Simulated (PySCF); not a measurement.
# CH₆N₂Si₂: fields and orbitals, part 2 of 2

For CH₆N₂Si₂, the scripts below measure its response to a uniform field and compute its lowest excited states.

PySCF 2.14.0; Gaussian basis, gas phase.

## (4) Excited states (LC-wPBE/6-31+g*)

File input.py:

```python
import numpy as np
from pyscf import gto, scf, dft, tdscf
from pyscf.scf import atom_ks, atom_hf
from scipy.linalg import block_diag

def solve(mol, dm0=None, hcore=None):
    mf = (dft.UKS if mol.spin else dft.RKS)(mol, xc='lc_wpbe')
    mf.grids.level = 3
    mf = mf.density_fit(auxbasis='def2-universal-jkfit')
    mf.conv_tol, mf.max_cycle = 1e-8, 80
    if hcore is not None:
        mf.get_hcore = lambda *args: hcore
    mf.kernel(dm0)
    if not mf.converged:
        mf = mf.newton().run(mf.mo_coeff, mf.mo_occ, max_cycle=30)
    assert mf.converged, 'SCF not converged'
    return mf

mol = gto.M(atom='''
N     -3.11956    -0.70131     0.04275
C     -2.14869    -0.09200     0.01339
Si    -0.53905     0.85091    -0.03854
Si     1.18759    -0.68276    -0.00898
N      2.62030     0.27954    -0.00385
H     -0.68429     1.68853    -1.23561
H     -0.64448     1.74466     1.12611
H      1.07900    -1.62352     1.12330
H      1.31326    -1.48470    -1.22842
H      3.50588    -0.17238    -0.16542
H      2.73790     0.99760     0.69273
''', basis='6-31+g*', charge=0, spin=0, verbose=4)
mf = solve(mol)
td = mf.TDA()
td.nstates, td.singlet, td.conv_tol = 4, True, 1e-5
td.kernel()
td.analyze()
x, y = np.array([p[0] for p in td.xy]), np.array([p[1] + 0 * p[0] for p in td.xy])
f, mu = td.oscillator_strength(), td.transition_dipole()
nto = [td.get_nto(state=i + 1, verbose=4) for i in range(len(td.e))]
# spherically averaged free atoms, for the promolecule
atm = atom_ks.get_atm_nrks(mol, xc='lc_wpbe')
pro = block_diag(*[(atm[a[0]][2] * atm[a[0]][3]) @ atm[a[0]][2].T for a in mol._atom])
np.savez('result.npz', e=td.e, f=f, ok=td.converged, w=[n[0] for n in nto], nto=[n[1] for n in nto], x=x, y=y, c=mf.mo_coeff, occ=mf.mo_occ, eps=mf.mo_energy, pro=pro, mu=mu)
```

Command:

```
> OMP_NUM_THREADS=1 python input.py
```

The log of the run:

```text
[ENV] PYSCF_TMPDIR <dir>
[ENV] PYSCF_MAX_MEMORY 1375
[INPUT] verbose = 4
[INPUT] num. atoms = 11
[INPUT] num. electrons = 54
[INPUT] charge = 0
[INPUT] spin (= nelec alpha-beta = 2S) = 0
[INPUT] symmetry False subgroup None
[INPUT] Mole.unit = angstrom
[INPUT] Symbol           X                Y                Z      unit          X                Y                Z       unit  Magmom
[INPUT]  1 N     -3.119560000000  -0.701310000000   0.042750000000 AA   -5.895114029148  -1.325283828419   0.080785791825 Bohr   0.0
[INPUT]  2 C     -2.148690000000  -0.092000000000   0.013390000000 AA   -4.060435626592  -0.173854803460   0.025303432808 Bohr   0.0
[INPUT]  3 Si    -0.539050000000   0.850910000000  -0.038540000000 AA   -1.018656867447   1.607986856654  -0.072830044841 Bohr   0.0
[INPUT]  4 Si     1.187590000000  -0.682760000000  -0.008980000000 AA    2.244219848272  -1.290229408808  -0.016969740599 Bohr   0.0
[INPUT]  5 N      2.620300000000   0.279540000000  -0.003850000000 AA    4.951649364198   0.528254040861  -0.007275445580 Bohr   0.0
[INPUT]  6 H     -0.684290000000   1.688530000000  -1.235610000000 AA   -1.293120689779   3.190859253112  -2.334964496774 Bohr   0.0
[INPUT]  7 H     -0.644480000000   1.744660000000   1.126110000000 AA   -1.217890692760   3.296929580484   2.128039486134 Bohr   0.0
[INPUT]  8 H      1.079000000000  -1.623520000000   1.123300000000 AA    2.039014488406  -3.068008157754   2.122729355724 Bohr   0.0
[INPUT]  9 H      1.313260000000  -1.484700000000  -1.228420000000 AA    2.481701730346  -2.805676377142  -2.321377365938 Bohr   0.0
[INPUT] 10 H      3.505880000000  -0.172380000000  -0.165420000000 AA    6.625153025590  -0.325750989353  -0.312598495526 Bohr   0.0
[INPUT] 11 H      2.737900000000   0.997600000000   0.692730000000 AA    5.173881156447   1.885190781866   1.309069978270 Bohr   0.0

nuclear repulsion = 250.058584408113
number of shells = 56
number of NR pGTOs = 227
number of NR cGTOs = 110
basis = 6-31+g*
ecp = {}

******** <class 'pyscf.df.df_jk.DFRKS'> ********
method = DFRKS
initial guess = minao
damping factor = 0
level_shift factor = 0
DIIS = <class 'pyscf.scf.diis.CDIIS'>
diis_start_cycle = 1
diis_space = 8
diis_damp = 0
SCF conv_tol = 1e-08
SCF conv_tol_grad = None
SCF max_cycles = 80
direct_scf = False
XC library pyscf.dft.libxc version 7.0.0
    S. Lehtola, C. Steigemann, M. J.T. Oliveira, and M. A.L. Marques.,  SoftwareX 7, 1–5 (2018)
XC functionals = lc_wpbe
    O. A. Vydrov and G. E. Scuseria.,  J. Chem. Phys. 125, 234109 (2006)
radial grids:
    Treutler-Ahlrichs [JCP 102, 346 (1995); DOI:10.1063/1.469408] (M4) radial grids

becke partition: Becke, JCP 88, 2547 (1988); DOI:10.1063/1.454033
pruning grids: <function nwchem_prune at 0x76f6c1189ee0>
grids dens level: 3
symmetrized grids: False
atomic radii adjust function: <function treutler_atomic_radii_adjust at 0x76f6c118a3e0>
small_rho_cutoff = 0
Set gradient conv threshold to 0.0001
Initial guess from minao.
tot grids = 139136
******** <class 'pyscf.df.df.DF'> ********
auxbasis = auxmol.basis = def2-universal-jkfit
init E= -730.089024276021
  HOMO = -0.306085713893959  LUMO = -0.0238119775537768  gap/eV = 7.68106
cycle= 1 E= -729.795399342278  delta_E= 0.294  |g|= 0.546  |ddm|= 3.19
  HOMO = -0.352748831027646  LUMO = 0.0056639003516441  gap/eV = 9.75291
cycle= 2 E= -729.782796988324  delta_E= 0.0126  |g|= 0.686  |ddm|= 1.19
  HOMO = -0.390017386410697  LUMO = 0.0242829572047745  gap/eV = 11.27369
cycle= 3 E= -729.881588673012  delta_E= -0.0988  |g|= 0.0741  |ddm|= 0.513
  HOMO = -0.395436808337302  LUMO = 0.0292223161776359  gap/eV = 11.55556
cycle= 4 E= -729.88289956477  delta_E= -0.00131  |g|= 0.0436  |ddm|= 0.123
  HOMO = -0.387624097657151  LUMO = 0.0313874572391892  gap/eV = 11.40189
cycle= 5 E= -729.883347991941  delta_E= -0.000448  |g|= 0.00802  |ddm|= 0.0603
  HOMO = -0.389335708999901  LUMO = 0.0308145708533454  gap/eV = 11.43287
cycle= 6 E= -729.883371331062  delta_E= -2.33e-05  |g|= 0.00155  |ddm|= 0.02
  HOMO = -0.389215826676592  LUMO = 0.0308612809732831  gap/eV = 11.43088
cycle= 7 E= -729.883372851645  delta_E= -1.52e-06  |g|= 0.000467  |ddm|= 0.00633
  HOMO = -0.389263422777895  LUMO = 0.0308523450849951  gap/eV = 11.43193
cycle= 8 E= -729.88337299738  delta_E= -1.46e-07  |g|= 0.000102  |ddm|= 0.00231
  HOMO = -0.389261620266285  LUMO = 0.0308536952933318  gap/eV = 11.43192
cycle= 9 E= -729.883373006165  delta_E= -8.79e-09  |g|= 2.32e-05  |ddm|= 0.000668
  HOMO = -0.389258486783661  LUMO = 0.030855459264779  gap/eV = 11.43188
Extra cycle  E= -729.883373006607  delta_E= -4.42e-10  |g|= 1.03e-05  |ddm|= 0.000107
converged SCF energy = -729.883373006607

******** <class 'pyscf.tdscf.rks.TDA'> for <class 'pyscf.df.df_jk.DFRKS'> ********
nstates = 4 singlet
deg_eia_thresh = 1.000e-03
wfnsym = None
conv_tol = 1e-05
eigh lindep = 1e-12
eigh level_shift = 0
eigh max_cycle = 100

Excitation energies (eV)
[6.16543478 7.27862787 7.47680686 7.60308435]

** Singlet excitation energies and oscillator strengths **
Excited State   1:      6.16543 eV    201.10 nm  f=0.0076
      27 -> 28        0.66599
      27 -> 35       -0.10468
Excited State   2:      7.27863 eV    170.34 nm  f=0.0067
      22 -> 31        0.14639
      22 -> 39       -0.10105
      22 -> 41       -0.11008
      25 -> 30        0.12540
      25 -> 32        0.16223
      26 -> 28       -0.15670
      26 -> 31       -0.32152
      26 -> 41        0.10327
      27 -> 31        0.30504
Excited State   3:      7.47681 eV    165.83 nm  f=0.0376
      25 -> 31       -0.12912
      25 -> 32       -0.14245
      26 -> 28       -0.41723
      26 -> 30        0.10733
      26 -> 32        0.10505
      26 -> 35        0.16441
      27 -> 29        0.23514
      27 -> 34        0.12067
      27 -> 35       -0.14323
Excited State   4:      7.60308 eV    163.07 nm  f=0.0491
      25 -> 30        0.13249
      25 -> 32        0.21542
      27 -> 29        0.21017
      27 -> 30        0.15319
      27 -> 31       -0.38619
      27 -> 33        0.10113
      27 -> 36       -0.13928
      27 -> 37        0.14872
      27 -> 39       -0.10191

** Transition electric dipole moments (AU) **
state          X           Y           Z        Dip. S.      Osc.
  1        -0.0417     -0.0563      0.2127      0.0502      0.0076
  2        -0.0011      0.0261      0.1927      0.0378      0.0067
  3        -0.0098      0.4514     -0.0355      0.2051      0.0376
  4        -0.1165      0.4072     -0.2905      0.2637      0.0491

** Transition velocity dipole moments (imaginary part, AU) **
state          X           Y           Z        Dip. S.      Osc.
  1        -0.0118     -0.0437      0.0684      0.0067      0.0198
  2        -0.0021      0.0009      0.0093      0.0001      0.0002
  3        -0.0108      0.0675     -0.0265      0.0054      0.0131
  4        -0.0351      0.0828     -0.0350      0.0093      0.0222

** Transition magnetic dipole moments (imaginary part, AU) **
state          X           Y           Z
  1        -0.3477      0.9255      0.7708
  2         0.1530     -0.1092     -0.0819
  3         0.0967     -0.4285     -0.0925
  4         0.3966      0.0889      0.0477
State 1: 6.16543 eV  NTO largest component 0.9802196840296401
    occ-NTO: 0.996966 (MO #27)
    vir-NTO: 0.954203 (MO #28)
State 2: 7.27863 eV  NTO largest component 0.6939110702913117
    occ-NTO: -0.355946 (MO #22) + 0.703736 (MO #26) + -0.504220 (MO #27)
    vir-NTO: 0.817670 (MO #31)
State 3: 7.47681 eV  NTO largest component 0.5890997073498578
    occ-NTO: 0.889379 (MO #26) + -0.367454 (MO #27)
    vir-NTO: 0.685331 (MO #28) + -0.405315 (MO #35)
State 4: 7.60308 eV  NTO largest component 0.6517700885540727
    occ-NTO: 0.956452 (MO #27)
    vir-NTO: -0.330709 (MO #29) + -0.331109 (MO #30) + 0.700720 (MO #31)
Spherically averaged atomic KS for {'Si', 'H', 'N', 'C'}

******** <class 'pyscf.scf.atom_ks.AtomSphAverageRKS'> ********
method = AtomSphAverageRKS
initial guess = vsap
damping factor = 0
level_shift factor = 0
diis_start_cycle = 1
diis_space = 12
SCF conv_tol = 1e-09
SCF conv_tol_grad = None
SCF max_cycles = 50
direct_scf = True
direct_scf_tol = 1e-13
XC library pyscf.dft.libxc version 7.0.0
    S. Lehtola, C. Steigemann, M. J.T. Oliveira, and M. A.L. Marques.,  SoftwareX 7, 1–5 (2018)
XC functionals = lc_wpbe
    O. A. Vydrov and G. E. Scuseria.,  J. Chem. Phys. 125, 234109 (2006)
radial grids:
    Treutler-Ahlrichs [JCP 102, 346 (1995); DOI:10.1063/1.469408] (M4) radial grids

becke partition: Becke, JCP 88, 2547 (1988); DOI:10.1063/1.454033
pruning grids: <function nwchem_prune at 0x76f6c1189ee0>
grids dens level: 3
symmetrized grids: False
atomic radii adjust function: <function treutler_atomic_radii_adjust at 0x76f6c118a3e0>
User specified grid scheme (100, 434)
small_rho_cutoff = 0
Set gradient conv threshold to 3.16228e-05
tot grids = 24536
init E= 195.908273030456
cycle= 1 E= 195.894953693618  delta_E= -0.0133  |g|=    0  |ddm|= 0.292
cycle= 2 E= 195.891084109665  delta_E= -0.00387  |g|=    0  |ddm|= 0.165
cycle= 3 E= 195.8892757549  delta_E= -0.00181  |g|=    0  |ddm|= 0.082
cycle= 4 E= 195.889101032271  delta_E= -0.000175  |g|=    0  |ddm|= 0.0346
cycle= 5 E= 195.889023770705  delta_E= -7.73e-05  |g|=    0  |ddm|= 0.0172
cycle= 6 E= 195.889015996537  delta_E= -7.77e-06  |g|=    0  |ddm|= 0.00726
cycle= 7 E= 195.889012591111  delta_E= -3.41e-06  |g|=    0  |ddm|= 0.00362
cycle= 8 E= 195.889012246076  delta_E= -3.45e-07  |g|=    0  |ddm|= 0.00153
cycle= 9 E= 195.889012095238  delta_E= -1.51e-07  |g|=    0  |ddm|= 0.000762
cycle= 10 E= 195.88901207993  delta_E= -1.53e-08  |g|=    0  |ddm|= 0.000321
cycle= 11 E= 195.889012073241  delta_E= -6.69e-09  |g|=    0  |ddm|= 0.000161
cycle= 12 E= 195.889012072297  delta_E= -9.44e-10  |g|=    0  |ddm|= 3.11e-05
Extra cycle  E= 195.889012072246  delta_E= -5.15e-11  |g|=    0  |ddm|= 1.86e-05
Atomic HF for atom  N  converged. SCF energy = 195.889012072246

******** <class 'pyscf.scf.atom_ks.AtomSphAverageRKS'> ********
method = AtomSphAverageRKS
initial guess = vsap
damping factor = 0
level_shift factor = 0
diis_start_cycle = 1
diis_space = 12
SCF conv_tol = 1e-09
SCF conv_tol_grad = None
SCF max_cycles = 50
direct_scf = True
direct_scf_tol = 1e-13
XC library pyscf.dft.libxc version 7.0.0
    S. Lehtola, C. Steigemann, M. J.T. Oliveira, and M. A.L. Marques.,  SoftwareX 7, 1–5 (2018)
XC functionals = lc_wpbe
    O. A. Vydrov and G. E. Scuseria.,  J. Chem. Phys. 125, 234109 (2006)
radial grids:
    Treutler-Ahlrichs [JCP 102, 346 (1995); DOI:10.1063/1.469408] (M4) radial grids

becke partition: Becke, JCP 88, 2547 (1988); DOI:10.1063/1.454033
pruning grids: <function nwchem_prune at 0x76f6c1189ee0>
grids dens level: 3
symmetrized grids: False
atomic radii adjust function: <function treutler_atomic_radii_adjust at 0x76f6c118a3e0>
User specified grid scheme (100, 434)
small_rho_cutoff = 0
Set gradient conv threshold to 3.16228e-05
tot grids = 24752
init E= 212.581251278659
cycle= 1 E= 212.525823202017  delta_E= -0.0554  |g|=    0  |ddm|= 0.547
cycle= 2 E= 212.514339712329  delta_E= -0.0115  |g|=    0  |ddm|= 0.284
cycle= 3 E= 212.511228258403  delta_E= -0.00311  |g|=    0  |ddm|= 0.136
cycle= 4 E= 212.510524545703  delta_E= -0.000704  |g|=    0  |ddm|= 0.0682
cycle= 5 E= 212.510354096296  delta_E= -0.00017  |g|=    0  |ddm|= 0.0325
cycle= 6 E= 212.510314413861  delta_E= -3.97e-05  |g|=    0  |ddm|= 0.016
cycle= 7 E= 212.510305011143  delta_E= -9.4e-06  |g|=    0  |ddm|= 0.00769
cycle= 8 E= 212.510302803035  delta_E= -2.21e-06  |g|=    0  |ddm|= 0.00375
cycle= 9 E= 212.51030228228  delta_E= -5.21e-07  |g|=    0  |ddm|= 0.00182
cycle= 10 E= 212.510302159722  delta_E= -1.23e-07  |g|=    0  |ddm|= 0.000882
cycle= 11 E= 212.510302130849  delta_E= -2.89e-08  |g|=    0  |ddm|= 0.000428
cycle= 12 E= 212.510302124051  delta_E= -6.8e-09  |g|=    0  |ddm|= 0.000208
cycle= 13 E= 212.510302122449  delta_E= -1.6e-09  |g|=    0  |ddm|= 0.000101
cycle= 14 E= 212.510302121966  delta_E= -4.83e-10  |g|=    0  |ddm|= 2.83e-05
Extra cycle  E= 212.510302121959  delta_E= -7.45e-12  |g|=    0  |ddm|= 6.9e-06
Atomic HF for atom  C  converged. SCF energy = 212.510302121959

******** <class 'pyscf.scf.atom_ks.AtomSphAverageRKS'> ********
method = AtomSphAverageRKS
initial guess = vsap
damping factor = 0
level_shift factor = 0
diis_start_cycle = 1
diis_space = 12
SCF conv_tol = 1e-09
SCF conv_tol_grad = None
SCF max_cycles = 50
direct_scf = True
direct_scf_tol = 1e-13
XC library pyscf.dft.libxc version 7.0.0
    S. Lehtola, C. Steigemann, M. J.T. Oliveira, and M. A.L. Marques.,  SoftwareX 7, 1–5 (2018)
XC functionals = lc_wpbe
    O. A. Vydrov and G. E. Scuseria.,  J. Chem. Phys. 125, 234109 (2006)
radial grids:
    Treutler-Ahlrichs [JCP 102, 346 (1995); DOI:10.1063/1.469408] (M4) radial grids

becke partition: Becke, JCP 88, 2547 (1988); DOI:10.1063/1.454033
pruning grids: <function nwchem_prune at 0x76f6c1189ee0>
grids dens level: 3
symmetrized grids: False
atomic radii adjust function: <function treutler_atomic_radii_adjust at 0x76f6c118a3e0>
User specified grid scheme (100, 434)
small_rho_cutoff = 0
Set gradient conv threshold to 3.16228e-05
tot grids = 24008
init E= -38.9888128998406
cycle= 1 E= -38.9924709936288  delta_E= -0.00366  |g|=    0  |ddm|= 0.202
cycle= 2 E= -38.9926851873153  delta_E= -0.000214  |g|=    0  |ddm|= 0.0892
cycle= 3 E= -38.9926969915531  delta_E= -1.18e-05  |g|=    0  |ddm|= 0.0109
cycle= 4 E= -38.9926976698043  delta_E= -6.78e-07  |g|=    0  |ddm|= 0.00538
cycle= 5 E= -38.9926977097019  delta_E= -3.99e-08  |g|=    0  |ddm|= 0.000624
cycle= 6 E= -38.9926977121208  delta_E= -2.42e-09  |g|=    0  |ddm|= 0.000318
cycle= 7 E= -38.9926977122397  delta_E= -1.19e-10  |g|=    0  |ddm|= 1.94e-05
Extra cycle  E= -38.9926977122797  delta_E= -4e-11  |g|=    0  |ddm|= 2.52e-05
Atomic HF for atom  Si  converged. SCF energy = -38.9926977122797

******** <class 'pyscf.scf.atom_ks.AtomSphAverageRKS'> ********
method = AtomSphAverageRKS
initial guess = vsap
damping factor = 0
level_shift factor = 0
diis_start_cycle = 1
diis_space = 12
SCF conv_tol = 1e-09
SCF conv_tol_grad = None
SCF max_cycles = 50
direct_scf = True
direct_scf_tol = 1e-13
XC library pyscf.dft.libxc version 7.0.0
    S. Lehtola, C. Steigemann, M. J.T. Oliveira, and M. A.L. Marques.,  SoftwareX 7, 1–5 (2018)
XC functionals = lc_wpbe
    O. A. Vydrov and G. E. Scuseria.,  J. Chem. Phys. 125, 234109 (2006)
radial grids:
    Treutler-Ahlrichs [JCP 102, 346 (1995); DOI:10.1063/1.469408] (M4) radial grids

becke partition: Becke, JCP 88, 2547 (1988); DOI:10.1063/1.454033
pruning grids: <function nwchem_prune at 0x76f6c1189ee0>
grids dens level: 3
symmetrized grids: False
atomic radii adjust function: <function treutler_atomic_radii_adjust at 0x76f6c118a3e0>
User specified grid scheme (100, 434)
small_rho_cutoff = 0
Set gradient conv threshold to 3.16228e-05
tot grids = 26240
init E= 249.678321617919
cycle= 1 E= 249.675057528569  delta_E= -0.00326  |g|=    0  |ddm|= 0.105
cycle= 2 E= 249.675018025296  delta_E= -3.95e-05  |g|=    0  |ddm|= 0.0114
cycle= 3 E= 249.675017644604  delta_E= -3.81e-07  |g|=    0  |ddm|= 0.00112
cycle= 4 E= 249.67501764103  delta_E= -3.57e-09  |g|=    0  |ddm|= 0.000108
cycle= 5 E= 249.675017641006  delta_E= -2.37e-11  |g|=    0  |ddm|= 5.25e-06
Extra cycle  E= 249.675017640996  delta_E= -1e-11  |g|=    0  |ddm|= 5.73e-06
Atomic HF for atom  H  converged. SCF energy = 249.675017640996
```

Run time: 3.8 min. Hardware: 1 thread of Intel Xeon Platinum 8259CL at 2.50GHz (Skylake/Cascade Lake), shared host; peak memory 0.63 GiB.

## (5) Post-processing

TDA singlet states:

```tsv
state	energy (eV)	f	leading pair's weight
S1	6.17	0.008	0.98
S2	7.28	0.007	0.69
S3	7.48	0.038	0.59
S4	7.60	0.049	0.65
```

Natural transition orbitals.

7.60 eV (163 nm), f = 0.049; the leading pair carries 65 %; hole on N5 (31 %), N1 (18 %) and C2 (15 %), electron on Si4 (25 %), Si3 (24 %) and C2 (15 %); their centroids lie 0.7 Å apart. The HOMO–LUMO gap is 11.43 eV.

Unrelaxed difference density.

0.77 e is displaced in all, of which about 0.5 e passes between atoms: N5 (0.42 e) and H8 (0.07 e) lose electrons and Si4 (0.21 e) and Si3 (0.12 e) gain them. The state: 6.17 eV (201 nm), f = 0.008; the leading pair carries 98 %; hole on N5 (57 %), Si4 (15 %) and H8 (11 %), electron on Si4 (36 %), Si3 (17 %) and N5 (15 %); their centroids lie 0.4 Å apart.

## (6) Outcome

The summary covers parts 1 to 2.

```
                                     quantity       value
polarisability along the field (HF/def2-tzvp)  57.3 bohr³
  lowest singlet excitation (LC-wPBE/6-31+g*)     6.17 eV
```

All values hold at the given geometry, in the gas phase.
